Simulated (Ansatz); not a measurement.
This script makes vertical spin-state energies of C3H5BrO, SMILES O=CCCBr with Ansatz 0.2.0, Python API.

`run_spin.py`
```python
# -*- coding: utf-8 -*-
import ansatz as az

geometry_ang = [
    ('O', (-1.6849, -1.2056, 1.2014)),
    ('C', (-0.9095, -0.2709, 1.0326)),
    ('C', (0.3417, -0.4622, 0.2531)),
    ('C', (0.4264, 0.3374, -1.0258)),
    ('Br', (0.6922, 2.2097, -0.6976)),
    ('H', (-1.0713, 0.752, 1.4582)),
    ('H', (1.2399, -0.1889, 0.9196)),
    ('H', (0.5015, -1.5148, 0.0319)),
    ('H', (-0.6054, 0.287, -1.4976)),
    ('H', (1.1525, 0.005, -1.6728)),
]
molecule = az.Crystal.molecule()
for symbol, xyz in geometry_ang:
    molecule = molecule.atom(symbol, xyz)

calculation = molecule.calculation()
calculation = calculation.basis(gaussian='def2-TZVP')
calculation = calculation.correlation('MP2')
found = {}
for unpaired in [0, 2]:
    rep = calculation.spin('collinear', total=unpaired).run().report
    s = unpaired / 2
    found[unpaired] = rep['free_energy_ev']
    print(f'2S+1 = {unpaired + 1}: E = {found[unpaired]:.5f} eV, <S^2> = {abs(rep["mean_field"]["state"]["spin_squared"]):.3f} (pure state {s * (s + 1):.2f})')
lowest = min(found, key=found.get)
for unpaired, e in found.items():
    print(f'multiplicity {unpaired + 1}: {96.485332 * (e - found[lowest]):.1f} kJ/mol above the lowest')
```

Which spin state is lowest at this geometry, and how far above lie the others?

In order: multiplicity 1 (+0.00 eV) and multiplicity 3 (+4.14 eV), all at the one geometry.

The output:

```console
$ python run_spin.py
2S+1 = 1: E = -75235.14671 eV, <S^2> = 0.000 (pure state 0.00)
2S+1 = 3: E = -75231.01026 eV, <S^2> = 2.020 (pure state 2.00)
multiplicity 1: 0.0 kJ/mol above the lowest
multiplicity 3: 399.1 kJ/mol above the lowest
```

Notes:
- Total energies depend on the basis set; only differences at equal settings carry meaning.
- The geometry is a force-field or estimated start, not a minimum of this method, and the basis set is short of its limit. All parts are taken at fixed geometry, without zero-point energy.
- S² is that of the Hartree-Fock reference.
- Finished in 59 s on 1 thread of Intel(R) Xeon(R) Platinum 8488C (Sapphire Rapids), on a shared host, peak memory 0.64 GiB.

(A comment or docstring line of the script was reworded after the run, the code is as it ran; lines on the test bed's own set-up are left out of the output.)
